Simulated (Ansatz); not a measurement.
MgC2:

```
CELL_PARAMETERS angstrom
3.95078 0.00000 0.00000
0.00000 3.95078 0.00000
0.00000 0.00000 4.98709
ATOMIC_POSITIONS crystal
Mg 0.00000 0.00000 0.50000
Mg 0.50000 0.50000 0.00000
C 0.38766 0.61235 0.50000
C 0.11235 0.11235 0.00000
C 0.61235 0.38766 0.50000
C 0.88765 0.88765 0.00000
```

The cell comes from a database or a generator and needn't be the stable form of this composition.

```yaml
Program: Ansatz 0.2.0
Task: relaxation of cell and atoms
Functional: r2SCAN
Potentials_or_basis: Ansatz PAW
Cutoff: "500 eV (not typed: the program's choice for these potentials)"
k_mesh: 5 × 5 × 5
Occupations: fermi-dirac, width 0.05 eV
Spin: no spin polarisation
```

At the start: volume 12.97 Å³/atom.

Problem. Where does the relaxation end?

Solution. It ends after 5 steps and the volume is 12.74 Å³/atom (-1.8 %); space group P4_2/mnm (No. 136, to 0.05 Å).

Step by step:
| step | energy change (eV) | largest force (eV/Å) | volume (Å³) |
| --- | --- | --- | --- |
| 1 | 0.0000 | 0.7596 | 77.84 |
| 2 | -0.0128 | 0.1188 | 76.72 |
| 3 | -0.0133 | 0.0030 | 76.45 |
| 4 | -0.0133 | 0.0055 | 76.45 |
| 5 | -0.0131 | 0.0055 | 76.45 |

Final structure:
```cif
data_structure
_symmetry_space_group_name_H-M 'P 1'
_symmetry_Int_Tables_number 1
_cell_length_a 3.9356
_cell_length_b 3.9356
_cell_length_c 4.9359
_cell_angle_alpha 90.000
_cell_angle_beta 90.000
_cell_angle_gamma 90.000
_cell_volume 76.45
loop_
_atom_site_label
_atom_site_type_symbol
_atom_site_fract_x
_atom_site_fract_y
_atom_site_fract_z
_atom_site_occupancy
Mg1 Mg 0.00000 0.00000 0.50000 1
Mg2 Mg 0.50000 0.50000 0.00000 1
C1 C 0.38816 0.61184 0.50000 1
C2 C 0.11184 0.11184 0.00000 1
C3 C 0.61184 0.38816 0.50000 1
C4 C 0.88816 0.88816 0.00000 1
```

Caveat: the plane-wave basis is chosen anew once the cell has moved, so the energies of steps on either side of that aren't comparable; the PAW data sets come from PBE, with cores solved anew for the run's functional, which leaves a small shift of forces and pressure.
